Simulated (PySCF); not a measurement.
# GeH4O2 (SMILES [OH][GeH2][OH]) at r2SCAN/def2-SVPD

Aim: the vertical ionisation energy of GeH4O2 at r2SCAN/def2-SVPD, from 2 runs. 

The calculation is run with PySCF 2.14.0.

## (1) Starting point

GeH4O2 has 7 atoms, charge 0, and is taken as a singlet. As SMILES, `[OH][GeH2][OH]`. Geometry: relaxed at PBE0-D4/def2-TZVP. This is one conformer, not always the lowest.

Bond lengths: O1–Ge2 1.776 Å, Ge2–O3 1.773 Å, O1–H4 0.959 Å, Ge2–H5 1.543 Å, Ge2–H6 1.525 Å, O3–H7 0.959 Å. Angles: O1–Ge2–O3 110.8°, O1–Ge2–H5 108.6°, O1–Ge2–H6 106.6°, O3–Ge2–H5 109.7°, O3–Ge2–H6 104.9°, Ge2–O1–H4 113.3°, Ge2–O3–H7 113.6°, H5–Ge2–H6 116.1°.

## (2) The energy at r2SCAN/def2-SVPD

File job.py:

```python
from pyscf import gto, dft

system = gto.Mole()
system.atom = [
    ('O', (-1.491300, -0.416000, -0.173900)),
    ('Ge', (0.023500, 0.377000, 0.305300)),
    ('O', (1.347400, -0.798900, 0.400600)),
    ('H', (-1.634900, -0.418700, -1.122100)),
    ('H', (0.363400, 1.460500, -0.739100)),
    ('H', (-0.172500, 0.863100, 1.737300)),
    ('H', (1.625600, -1.135200, -0.453800)),
]
system.basis = 'def2-svpd'
system.verbose = 4
system.max_memory = 1860
system.build()

calc0 = dft.RKS(system)
calc0.xc = 'r2scan'
calc0.conv_tol = 1e-10
calc0.grids.level = 4
calc0.kernel()
if not calc0.converged:
    calc0 = calc0.newton().run(calc0.mo_coeff, calc0.mo_occ)

etot = calc0.e_tot
print('E(%s) = %.9f' % ('R2SCAN', etot))
```

Launch:

```sh
$ OMP_NUM_THREADS=1 python job.py
```

Log:

```text
PySCF version 2.14.0

[INPUT] num. atoms = 7
[INPUT] num. electrons = 52
[INPUT] charge = 0
[INPUT] spin (= nelec alpha-beta = 2S) = 0
[INPUT] symmetry False subgroup None
[INPUT] Mole.unit = angstrom
[INPUT] Symbol           X                Y                Z      unit          X                Y                Z       unit  Magmom
[INPUT]  1 O     -1.491300000000  -0.416000000000  -0.173900000000 AA   -2.818148569564  -0.786126067819  -0.328623373062 Bohr   0.0
[INPUT]  2 Ge     0.023500000000   0.377000000000   0.305300000000 AA    0.044408563927   0.712426748961   0.576933385830 Bohr   0.0
[INPUT]  3 O      1.347400000000  -0.798900000000   0.400600000000 AA    2.546216980239  -1.509702200915   0.757024285501 Bohr   0.0
[INPUT]  4 H     -1.634900000000  -0.418700000000  -1.122100000000 AA   -3.089513241051  -0.791228328355  -2.120461684374 Bohr   0.0
[INPUT]  5 H      0.363400000000   1.460500000000  -0.739100000000 AA    0.686726473667   2.759945004927  -1.396696578666 Bohr   0.0
[INPUT]  6 H     -0.172500000000   0.863100000000   1.737300000000 AA   -0.325977756487   1.631022618112   3.283021196207 Bohr   0.0
[INPUT]  7 H      1.625600000000  -1.135200000000  -0.453800000000 AA    3.071938788093  -2.145217096606  -0.857557715328 Bohr   0.0

nuclear repulsion = 219.679499698344
number of shells = 48
number of NR pGTOs = 186
number of NR cGTOs = 116
basis = def2-svpd
ecp = {}

******** <class 'pyscf.dft.rks.RKS'> ********
method = RKS
initial guess = minao
damping factor = 0
level_shift factor = 0
DIIS = <class 'pyscf.scf.diis.CDIIS'>
diis_start_cycle = 1
diis_space = 8
diis_damp = 0
SCF conv_tol = 1e-10
SCF conv_tol_grad = None
SCF max_cycles = 50
direct_scf = True
direct_scf_tol = 1e-13
XC library pyscf.dft.libxc version 7.0.0
    S. Lehtola, C. Steigemann, M. J.T. Oliveira, and M. A.L. Marques.,  SoftwareX 7, 1–5 (2018)
XC functionals = r2scan
    J. W. Furness, A. D. Kaplan, J. Ning, J. P. Perdew, and J. Sun.,  J. Phys. Chem. Lett. 11, 8208-8215 (2020)
    J. W. Furness, A. D. Kaplan, J. Ning, J. P. Perdew, and J. Sun.,  J. Phys. Chem. Lett. 11, 9248-9248 (2020)
    J. W. Furness, A. D. Kaplan, J. Ning, J. P. Perdew, and J. Sun.,  J. Phys. Chem. Lett. 11, 8208-8215 (2020)
    J. W. Furness, A. D. Kaplan, J. Ning, J. P. Perdew, and J. Sun.,  J. Phys. Chem. Lett. 11, 9248-9248 (2020)
radial grids:
    Treutler-Ahlrichs [JCP 102, 346 (1995); DOI:10.1063/1.469408] (M4) radial grids

becke partition: Becke, JCP 88, 2547 (1988); DOI:10.1063/1.454033
pruning grids: <function nwchem_prune>
grids dens level: 4
symmetrized grids: False
atomic radii adjust function: <function treutler_atomic_radii_adjust>
small_rho_cutoff = 0
Set gradient conv threshold to 1e-05
Initial guess from minao.
tot grids = 149544
init E= -2228.91906962711
  HOMO = -0.347329319667509  LUMO = -0.0506506145723797  gap/eV = 8.07304
cycle= 1 E= -2229.22827818647  delta_E= -0.309  |g|= 1.12  |ddm|= 2.94
  HOMO = -0.0965375489634495  LUMO = 1.13531687331303e-05  gap/eV = 2.62723
cycle= 2 E= -2228.29921970735  delta_E= 0.929  |g|= 2.38  |ddm|= 2.79
  HOMO = -0.28827522841051  LUMO = -0.0188642623262365  gap/eV = 7.33105
cycle= 3 E= -2229.44430781238  delta_E= -1.15  |g|= 0.165  |ddm|=  2.1
  HOMO = -0.274125091193754  LUMO = -0.0112189511055174  gap/eV = 7.15404
cycle= 4 E= -2229.4495377695  delta_E= -0.00523  |g|= 0.0868  |ddm|= 0.283
  HOMO = -0.277833283429559  LUMO = -0.0131664689470075  gap/eV = 7.20195
cycle= 5 E= -2229.45038103572  delta_E= -0.000843  |g|= 0.0144  |ddm|= 0.0671
  HOMO = -0.278363750244492  LUMO = -0.0129392446702763  gap/eV = 7.22257
cycle= 6 E= -2229.45042580999  delta_E= -4.48e-05  |g|= 0.00695  |ddm|= 0.0215
  HOMO = -0.278208728225718  LUMO = -0.0129934153227378  gap/eV = 7.21688
cycle= 7 E= -2229.45043453929  delta_E= -8.73e-06  |g|= 0.00221  |ddm|= 0.00702
  HOMO = -0.278456308199797  LUMO = -0.0130640022046582  gap/eV = 7.22169
cycle= 8 E= -2229.45043551346  delta_E= -9.74e-07  |g|= 0.000193  |ddm|= 0.0023
  HOMO = -0.278456593029803  LUMO = -0.0130692470395273  gap/eV = 7.22156
cycle= 9 E= -2229.45043552459  delta_E= -1.11e-08  |g|= 3.27e-05  |ddm|= 0.000433
  HOMO = -0.278460300285965  LUMO = -0.013071711011321  gap/eV = 7.22159
cycle= 10 E= -2229.45043552493  delta_E= -3.37e-10  |g|= 9.74e-06  |ddm|= 8.15e-05
  HOMO = -0.278459696784949  LUMO = -0.0130710383031452  gap/eV = 7.22159
cycle= 11 E= -2229.45043552495  delta_E= -2.36e-11  |g|= 9.37e-07  |ddm|= 1.68e-05
  HOMO = -0.278459468231421  LUMO = -0.01307089358603  gap/eV = 7.22159
Extra cycle  E= -2229.45043552495  delta_E= -5e-12  |g|= 9.81e-07  |ddm|= 2.7e-06
converged SCF energy = -2229.45043552495
E(R2SCAN) = -2229.450435525
```

It took 35 s on 1 thread of Arm Neoverse V1, shared host; peak memory 0.65 GiB.

## (3) The doublet cation, same level

File calc.py:

```python
from pyscf import gto, dft

system = gto.M(
    atom='''
O       -1.491300      -0.416000      -0.173900
Ge       0.023500       0.377000       0.305300
O        1.347400      -0.798900       0.400600
H       -1.634900      -0.418700      -1.122100
H        0.363400       1.460500      -0.739100
H       -0.172500       0.863100       1.737300
H        1.625600      -1.135200      -0.453800
''',
    max_memory=1860,
    charge=1,
    verbose=3,
    basis='def2-svpd',
    spin=1,
)

mf = dft.UKS(system, xc='r2scan')
mf.conv_tol = 1e-10
mf.grids.level = 4
mf.kernel()
if not mf.converged:
    mf = mf.newton().run(mf.mo_coeff, mf.mo_occ)

energy = mf.e_tot
print('E(%s) = %.9f' % ('R2SCAN', energy))
```

Launch:

```sh
$ OMP_NUM_THREADS=1 python calc.py
```

Log:

```text
WARN: HOMO -0.34732931966751 >= LUMO -0.347329319667509

converged SCF energy = -2229.05004634479  <S^2> = 0.75913912  2S+1 = 2.0091183
E(R2SCAN) = -2229.050046345
```

It took 2.1 min on 1 thread of Arm Neoverse V1, shared host; peak memory 0.68 GiB.

## (4) Results

At r2SCAN/def2-SVPD:

| quantity | value |
| --- | --- |
| singlet GeH4O2: total energy | -2229.45044 Eh |
| singlet GeH4O2: dipole moment | 2.51 D |
| singlet GeH4O2: HOMO energy | -7.58 eV |
| singlet GeH4O2: LUMO energy | -0.36 eV |
| singlet GeH4O2: HOMO–LUMO gap | 7.22 eV |
| doublet cation: total energy | -2229.05005 Eh |
| doublet cation: HOMO energy (highest over α and β) | -14.54 eV |
| doublet cation: LUMO energy (lowest over α and β) | -14.14 eV |
| doublet cation: ⟨S²⟩ | 0.759 |
| vertical ionisation energy (to the doublet cation) | 10.895 eV |

**Reading.** Removing an electron at fixed nuclei costs 10.90 eV (251 kcal/mol). The negative HOMO energy of the first species, 7.58 eV, lies 3.32 eV below that difference.
